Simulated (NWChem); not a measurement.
# CH3BrMg (MgMeBr) at 3 levels

We compute a comparison of 3 runs (HF/STO-3G, HF/3-21G, B3LYP/6-31G*) of CH3BrMg (MgMeBr). 

The results are computed with NWChem 7.3.0.

## (1) Starting point

The species is CH3BrMg (6 atoms), meant as a singlet with charge 0. As SMILES, `[CH3][Mg][Br]`. The shape comes from GFN2-xTB, which is rough for such elements, and wasn't checked as a minimum.

Bond lengths: Mg1–C2 2.083 Å, Mg1–Br6 2.378 Å, C2–H3 1.086 Å, C2–H4 1.086 Å, C2–H5 1.087 Å. Angles: C2–Mg1–Br6 178.2°, Mg1–C2–H3 111.3°, Mg1–C2–H4 111.1°, Mg1–C2–H5 111.1°, H3–C2–H4 107.7°, H3–C2–H5 107.7°, H4–C2–H5 107.7°.

## (2) Energy and gradient at HF/STO-3G (run 1)

Input file mol.nw:

```
start mol
title "CH3BrMg hf"
memory total 2200 mb

geometry units bohr noautosym nocenter noautoz
  Mg -0.03119938  0.04695969 -2.24571273
  C   0.00396842  0.00309915  1.69001987
  H  -0.83027007  1.71190290  2.46365485
  H   1.92134124 -0.13668389  2.41027008
  H  -1.05647029 -1.59627055  2.42024784
  Br -0.00735103 -0.02900730 -6.73847990
end

basis "ao basis" spherical bse
  * library STO-3G
end

scf
  thresh 1e-08
  maxiter 80
  noprint "final vectors analysis"
end

task scf gradient
```

Started as:

```sh
$ nwchem mol.nw > mol.out
```

Log:

```text
[...]
  functions       =    35
[...]
  wavefunction    = RHF
[...]
         Total SCF energy =  -2781.027738427751
      One-electron energy =  -4224.943351247427
      Two-electron energy =   1279.235467981201
 Nuclear repulsion energy =    164.680144838476
        Time for solution =      1.4s
[...]
                         RHF ENERGY GRADIENTS
    atom               coordinates                        gradient
                 x          y          z           x          y          z
   1 Mg     -0.031199   0.046960  -2.245713   -0.000976   0.001911   0.001088
   2 C       0.003968   0.003099   1.690020    0.000651  -0.000812   0.052814
   3 H      -0.830270   1.711903   2.463655   -0.001354   0.002864  -0.001282
   4 H       1.921341  -0.136684   2.410270    0.003155  -0.000139  -0.001403
   5 H      -1.056470  -1.596271   2.420248   -0.001871  -0.002726  -0.001381
   6 Br     -0.007351  -0.029007  -6.738480    0.000395  -0.001098  -0.049837
[...]
```

It took 2.8 s on 1 thread of Intel Xeon 6975P-C (Granite Rapids), shared host; peak memory 0.096 GiB.

## (3) Energy and forces at HF/3-21G (run 2)

Input file ch3brmg.nw:

```
start ch3brmg
title "CH3BrMg hf"
memory total 2200 mb

geometry units bohr noautosym nocenter noautoz
  Mg    -0.03119938     0.04695969    -2.24571273
  C      0.00396842     0.00309915     1.69001987
  H     -0.83027007     1.71190290     2.46365485
  H      1.92134124    -0.13668389     2.41027008
  H     -1.05647029    -1.59627055     2.42024784
  Br    -0.00735103    -0.02900730    -6.73847990
end

basis spherical bse
  * library 3-21G
end

scf
  thresh 1e-08
  maxiter 80
end

task scf gradient
```

Started as:

```sh
$ nwchem ch3brmg.nw > ch3brmg.out
```

Log:

```text
[...]
  functions       =    50
[...]
  wavefunction    = RHF
[...]
         Total SCF energy =  -2797.992555822299
      One-electron energy =  -4231.504976079510
      Two-electron energy =   1268.832275418736
 Nuclear repulsion energy =    164.680144838476
        Time for solution =      1.3s
[...]
                         RHF ENERGY GRADIENTS
    atom               coordinates                        gradient
                 x          y          z           x          y          z
   1 Mg     -0.031199   0.046960  -2.245713   -0.000209   0.000374  -0.003738
   2 C       0.003968   0.003099   1.690020    0.000216  -0.000316   0.000937
   3 H      -0.830270   1.711903   2.463655    0.000485  -0.000911  -0.001017
   4 H       1.921341  -0.136684   2.410270   -0.001114   0.000126  -0.000888
   5 H      -1.056470  -1.596271   2.420248    0.000546   0.000839  -0.000889
   6 Br     -0.007351  -0.029007  -6.738480    0.000076  -0.000111   0.005595
[...]
```

It took 2.8 s on 1 thread of Intel Xeon 6975P-C (Granite Rapids), shared host; peak memory 0.096 GiB.

## (4) Energy and gradient at B3LYP/6-31G(d) (Cartesian functions) (run 3)

Input file sp.xyz:

```xyz
6
CH3BrMg gradient
Mg    -0.016510     0.024850    -1.188380
C      0.002100     0.001640     0.894320
H     -0.439360     0.905900     1.303710
H      1.016730    -0.072330     1.275460
H     -0.559060    -0.844710     1.280740
Br    -0.003890    -0.015350    -3.565850
```

Input file run.py:

```python
from ase.io import read
from ase.calculators.nwchem import NWChem

system = read('sp.xyz')

calc = NWChem(
    label='sp',
    theory='dft',
    memory='2200 mb',
    basis='6-31G*',
    dft={'xc': 'b3lyp', 'mult': '1', 'grid': 'xfine', 'convergence': 'energy 1e-08', 'iterations': '100', 'mulliken': None},
)
system.calc = calc

forces = system.get_forces()
e = system.get_potential_energy()
print(f"E = {e:.6f} eV")
print("forces (eV/A):")
for s, f in zip(system.symbols, forces):
    print(f"{s:2s} {f[0]:10.5f} {f[1]:10.5f} {f[2]:10.5f}")
print("dipole (e A):", system.get_dipole_moment().round(4))
```

Started as:

```sh
$ export ASE_NWCHEM_COMMAND="nwchem PREFIX.nwi > PREFIX.nwo"
$ python run.py
```

Log:

```text
E = -76571.572427 eV
forces (eV/A):
Mg    0.01260   -0.02479   -0.08603
C    -0.01394    0.01913   -0.37960
H    -0.14033    0.28375    0.13272
H     0.32190   -0.02525    0.11873
H    -0.17489   -0.26405    0.11997
Br   -0.00540    0.01121    0.09415
dipole (e A): [-0.0108  0.0247  0.5316]
```

The calculator wrote sp.nwi:

```
title "sp"

permanent_dir sp

scratch_dir sp

start sp

geometry units angstrom nocenter noautosym noautoz
  Mg -1.6510000000000000e-02 2.4850000000000001e-02 -1.1883800000000000e+00
  C  2.0999999999999999e-03 1.6400000000000000e-03 8.9432000000000000e-01
  H  -4.3935999999999997e-01 9.0590000000000004e-01 1.3037099999999999e+00
  H  1.0167299999999999e+00 -7.2330000000000005e-02 1.2754600000000000e+00
  H  -5.5906000000000000e-01 -8.4470999999999996e-01 1.2807400000000000e+00
  Br -3.8899999999999998e-03 -1.5350000000000001e-02 -3.5658500000000002e+00
end

memory 2200 mb

basis noprint
   * library 6-31G*
end

dft
  xc b3lyp
  mult 1
  grid xfine
  convergence energy 1e-08
  iterations 100
  mulliken
end

task dft gradient
```

sp.nwo:

```text
Northwest Computational Chemistry Package (NWChem) 7.3.0
             --------------------------------------------------------

           Job information
           ---------------

    nwchem branch   = 7.3.0
    use scalapack   = T
    input           = sp.nwi
    prefix          = sp.
    data base       = sp/sp.db
    status          = startup
    nproc           =        1

           Memory information
           ------------------

[... 5 lines left out ...]
    hardfail = no
[... 103 lines left out ...]
  convergence criterion.
[... 43 lines left out ...]
          Spatial weights used:  Erf1
[... 32 lines left out ...]
 1-e energy   =   -4240.303663
[... 47 lines left out ...]
           Coulomb energy =     1379.539170964874
[... 597 lines left out ...]
          Convergence on density requested:  1.00D-05
[... 29 lines left out ...]
          total energy or number of iterations.
[... 37 lines left out ...]
                 ----------------------------------------
                 |  Time  |  1-e(secs)   |  2-e(secs)   |
                 ----------------------------------------
                 |  CPU   |       0.01   |       5.83   |
                 ----------------------------------------
                 |  WALL  |       0.01   |       5.83   |
                 ----------------------------------------

 Task  times  cpu:       20.2s     wall:       20.2s
 Total times  cpu:       20.2s     wall:       20.2s
```

It took 21 s on 1 thread of Intel Xeon 6975P-C (Granite Rapids), shared host; peak memory 0.13 GiB.

## (5) All runs side by side

| run | level | Cartesian functions | iteration cap | energy (Eh) | dipole moment (D) | largest force (eV/Å) | wall time |
| --- | --- | --- | --- | --- | --- | --- | --- |
| 1 | HF/STO-3G | no | 80 | -2781.027738 | 2.61 | 2.716 | 2.8 s |
| 2 | HF/3-21G | no | 80 | -2797.992556 | 2.79 | 0.288 | 2.8 s |
| 3 | B3LYP/6-31G* (Cartesian functions) | yes | 100 | -2813.953408 | 2.56 | 0.380 | 21 s |

## (6) What came out

| quantity | value |
| --- | --- |
| run 3: total energy | -2813.95341 Eh |
| run 3: dipole moment | 2.56 D |
| run 3: HOMO energy | -7.20 eV |
| run 3: LUMO energy | -1.25 eV |
| run 3: HOMO–LUMO gap | 5.94 eV |
| run 3: largest force on an atom | 0.380 eV/Å |

The dipole moment (its size) runs from 2.56 D (B3LYP/6-31G*) to 2.79 D (HF/3-21G). The two ends differ in method and basis. In run 1 the basis is minimal, so the values are rough. All runs together took 27 s, the longest 21 s.
